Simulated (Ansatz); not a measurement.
Consider an atomisation energy of C₃H₅N, SMILES C=CC=N (Ansatz's Python interface).

`c3h5n.py`
```python
'''Energy to split C3H5N into its atoms.'''

from collections import Counter

import ansatz as az


def energy(molecule, charge=0, unpaired=0):
    calc = molecule.calculation().basis(gaussian='6-31G*').functional('pbe0', dispersion='d4')
    if charge:
        calc = calc.charge(charge)
    if unpaired:
        calc = calc.spin('collinear', total=unpaired)
    report = calc.run(threads=1, pin='off').report
    if report['published_state_doubts']:
        print('  doubts:', report['published_state_doubts'])
    return report['free_energy_ev']

GEOMETRY = '''
C     1.32740   -0.26580    0.14280
C     0.29110    0.64500   -0.12670
C    -1.17530    0.29070   -0.15900
N    -1.59250   -0.85590    0.06820
H     2.31470    0.10540    0.11070
H     1.10770   -1.25260    0.34700
H     0.54360    1.69110   -0.33440
H    -1.77950    1.14820   -0.38170
H    -0.94880   -1.55230    0.31600
'''


def main() -> None:
    mol = az.Crystal.molecule()
    for line in GEOMETRY.strip().splitlines():
        symbol, *xyz = line.split()
        mol = mol.atom(symbol, [float(v) for v in xyz])

    # Hund ground states
    unpaired = {'C': 2, 'N': 3, 'H': 1}
    counts = Counter(site.symbol for site in mol.cartesian_sites)
    atom_energy = {s: energy(az.Crystal.molecule().atom(s, (0, 0, 0)), 0, unpaired[s]) for s in counts}
    whole = energy(mol, 0, 0)
    for s, e in atom_energy.items():
        print(f'{s:2s} x{counts[s]}  {e:14.5f} eV')
    print(f'C3H5N: {whole:.5f} eV')
    split = sum(counts[s] * e for s, e in atom_energy.items()) - whole
    print(f'atomisation energy (no zero-point term): {split:.3f} eV, {split / sum(counts.values()):.3f} eV an atom')


if __name__ == '__main__':
    main()
```

What does it cost to take this molecule apart into atoms?

38.115 eV from the electronic energies, without the zero-point term.

What the script printed:

Running `python c3h5n.py` prints:
```text
C  x3     -1028.41225 eV
N  x1     -1483.72008 eV
H  x5       -13.58146 eV
C3H5N: -4674.97873 eV
atomisation energy (no zero-point term): 38.115 eV, 4.235 eV an atom
```

Total energies depend on the basis set; only differences at equal settings carry meaning. The geometry is a force-field or estimated start, not a minimum of this method, and the basis set is short of its limit. All parts are taken at fixed geometry, without zero-point energy. Wall time of the script: 2.3 s on 1 thread of Arm Neoverse V1, on a shared host, peak memory 0.18 GiB.
